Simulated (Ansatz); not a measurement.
**BH₁₈N₃Si₆: a ladder of functionals and wavefunction methods**

One table from this session's results is given with a row withheld; the runs are named, their logs left out.

Computed with Ansatz 0.2.0, Gaussian basis. Level: functionals in def2-TZVPP, the program's frozen cores in correlated methods.

Levels to be run: LDA (SPW92), PBE-D4, revPBE-D4, BLYP-D4, r2SCAN-D4, B97M-V, PBE0-D4, B3LYP-D4, r2SCANh-D4, r2SCAN0-D4, HSE06-D4, BHLYP-D4, CAM-B3LYP-D4, LC-ωPBE, ωB97X-V, ωB97M-V, B2PLYP, PBE-QIDH; CCSD(T)/def2-SVP; CCSD(T)/def2-TZVPP; MP2/def2-QZVPP; extrapolation to the limit; RPA on PBE.

## The geometry

The geometry comes from an earlier relaxation with PBE0-D4 in a triple-zeta def2 set; it is a stationary point, not always the lowest conformer.

SMILES `[SiH3]N([SiH3])B(N([SiH3])[SiH3])N([SiH3])[SiH3]`, 28 atoms, charge 0, spin multiplicity 1.

Atoms are counted from 1 here; the program's logs count them from 0.

Bond lengths: Si1–N2 1.743 Å, Si1–H11 1.483 Å, Si1–H12 1.485 Å, Si1–H13 1.488 Å, N2–Si3 1.744 Å, N2–B4 1.449 Å, Si3–H14 1.487 Å, Si3–H15 1.484 Å, Si3–H16 1.487 Å, B4–N5 1.449 Å, B4–N8 1.449 Å, N5–Si6 1.744 Å, N5–Si7 1.743 Å, Si6–H17 1.484 Å, Si6–H18 1.487 Å, Si6–H19 1.487 Å, Si7–H20 1.483 Å, Si7–H21 1.485 Å and more. Angles: N2–Si1–H11 108.9°, N2–Si1–H12 112.3°, N2–Si1–H13 108.5°, H11–Si1–H12 110.2°, H11–Si1–H13 109.3°, H12–Si1–H13 107.7°, Si1–N2–Si3 117.9°, Si1–N2–B4 124.1°, Si3–N2–B4 117.6°, N2–Si3–H14 106.9°, N2–Si3–H15 110.0°, N2–Si3–H16 113.0°, H14–Si3–H15 109.9°, H14–Si3–H16 108.2°, H15–Si3–H16 108.8°, N2–B4–N5 120.0°, N2–B4–N8 119.9°, N5–B4–N8 120.0° and more.

Geometry (Å):

```xyz
28

Si   -1.06040   -1.85194   -1.85275
N    -0.49840   -1.33143   -0.28701
Si   -0.34597   -2.53437    0.96655
B     0.00040   -0.00053   -0.00510
N    -0.74735    1.16053   -0.44357
Si   -2.48834    1.06601   -0.40193
Si   -0.02460    2.56385   -1.18311
N     1.19446    0.16895    0.79845
Si    1.20576    1.46174    1.96890
Si    2.67770   -0.70862    0.53743
H    -0.87455   -0.74480   -2.82226
H    -2.48327   -2.27738   -1.82747
H    -0.24591   -3.02177   -2.28078
H    -1.22854   -3.66892    0.58513
H    -0.78280   -1.96951    2.26728
H     1.04039   -3.05148    1.11136
H    -2.93419    0.49093    0.89123
H    -3.05342    0.24945   -1.50841
H    -2.99911    2.45573   -0.54127
H     1.43195    2.32948   -1.33718
H    -0.26426    3.80083   -0.39664
H    -0.63597    2.75622   -2.52638
H    -0.06462    1.46229    2.73567
H     1.39319    2.80224    1.35382
H     2.34968    1.20529    2.88391
H     3.06575   -1.52194    1.71812
H     3.76826    0.27244    0.28572
H     2.51756   -1.57867   -0.65321
```

Set-up of the first run:

The input, in.yaml:

```yaml
crystal:
  periodic: [false, false, false]
  atoms:
    - {symbol: Si, position_ang: [-1.060403, -1.851939, -1.852751]}
    - {symbol: N, position_ang: [-0.498397, -1.331429, -0.287009]}
    - {symbol: Si, position_ang: [-0.345974, -2.534371, 0.966551]}
    - {symbol: B, position_ang: [0.000403, -0.000531, -0.005096]}
    - {symbol: N, position_ang: [-0.747354, 1.160529, -0.443566]}
    - {symbol: Si, position_ang: [-2.488336, 1.066008, -0.401932]}
    - {symbol: Si, position_ang: [-0.024604, 2.563846, -1.183114]}
    - {symbol: N, position_ang: [1.194460, 0.168954, 0.798449]}
    - {symbol: Si, position_ang: [1.205763, 1.461736, 1.968902]}
    - {symbol: Si, position_ang: [2.677696, -0.708621, 0.537426]}
    - {symbol: H, position_ang: [-0.874548, -0.744804, -2.822263]}
    - {symbol: H, position_ang: [-2.483268, -2.277381, -1.827468]}
    - {symbol: H, position_ang: [-0.245911, -3.021773, -2.280780]}
    - {symbol: H, position_ang: [-1.228536, -3.668916, 0.585130]}
    - {symbol: H, position_ang: [-0.782803, -1.969512, 2.267277]}
    - {symbol: H, position_ang: [1.040387, -3.051484, 1.111364]}
    - {symbol: H, position_ang: [-2.934192, 0.490933, 0.891230]}
    - {symbol: H, position_ang: [-3.053421, 0.249445, -1.508414]}
    - {symbol: H, position_ang: [-2.999108, 2.455732, -0.541272]}
    - {symbol: H, position_ang: [1.431951, 2.329484, -1.337178]}
    - {symbol: H, position_ang: [-0.264259, 3.800834, -0.396642]}
    - {symbol: H, position_ang: [-0.635972, 2.756220, -2.526380]}
    - {symbol: H, position_ang: [-0.064621, 1.462295, 2.735672]}
    - {symbol: H, position_ang: [1.393192, 2.802235, 1.353818]}
    - {symbol: H, position_ang: [2.349681, 1.205286, 2.883914]}
    - {symbol: H, position_ang: [3.065755, -1.521941, 1.718121]}
    - {symbol: H, position_ang: [3.768264, 0.272439, 0.285720]}
    - {symbol: H, position_ang: [2.517556, -1.578674, -0.653210]}
basis:
  gaussian: {orbitals: def2-TZVPP}
hamiltonian: {xc: lda}
output: {orbitals: {seedname: orbitals}}
```

Run with:

```
$ ansatz run in.yaml --threads 5 --pin off --events-out ev --progress --plain --max-ram 66560MiB --backend cuda --devices 0, --max-vram 37GiB
```

Among the steps run: LDA; PBE-D4 (GGA); revPBE-D4 (GGA); BLYP-D4 (GGA); r2SCAN-D4 (meta-GGA); B97M-V (meta-GGA); PBE0-D4 (hybrid); B3LYP-D4 (hybrid); r2SCANh-D4 (hybrid); r2SCAN0-D4 (hybrid); HSE06-D4 (hybrid); BHLYP-D4 (hybrid); CAM-B3LYP-D4 (range-separated); LC-ωPBE (range-separated); ωB97X-V (range-separated); ωB97M-V (range-separated); B2PLYP (double hybrid); PBE-QIDH (double hybrid).

One of the session's tables, all rows but one given; the rest of the session is left out.

It belongs to the step «Frontier levels by functional». 

| functional | HOMO (eV) | gap (eV) |
| --- | --- | --- |
| LDA (SPW92) | -6.68 | 5.08 |
| PBE-D4 | -6.59 | 5.29 |
| revPBE-D4 | -6.55 | 5.39 |
| BLYP-D4 | -6.44 | 5.37 |
| r2SCAN-D4 | -6.89 | 5.89 |
| B97M-V | -7.11 | 5.84 |
| PBE0-D4 | -7.85 | 7.40 |
| B3LYP-D4 | -7.62 | 7.04 |
| r2SCANh-D4 | -7.35 | 6.64 |
| r2SCAN0-D4 | -8.06 | 7.77 |
| HSE06-D4 | -7.45 | 6.63 |
| BHLYP-D4 | -9.03 | 9.55 |
| CAM-B3LYP-D4 | -9.16 | 9.78 |
| LC-ωPBE | -10.51 | 12.21 |
| ωB97X-V | -10.19 | 11.73 |
| ωB97M-V | ? | ? |

**Question.** Estimate the row for ωB97M-V.

As computed: HOMO (eV): -10.10; gap (eV): 11.32. In the column «HOMO (eV)» it lies between ωB97X-V (-10.19) and CAM-B3LYP-D4 (-9.16).
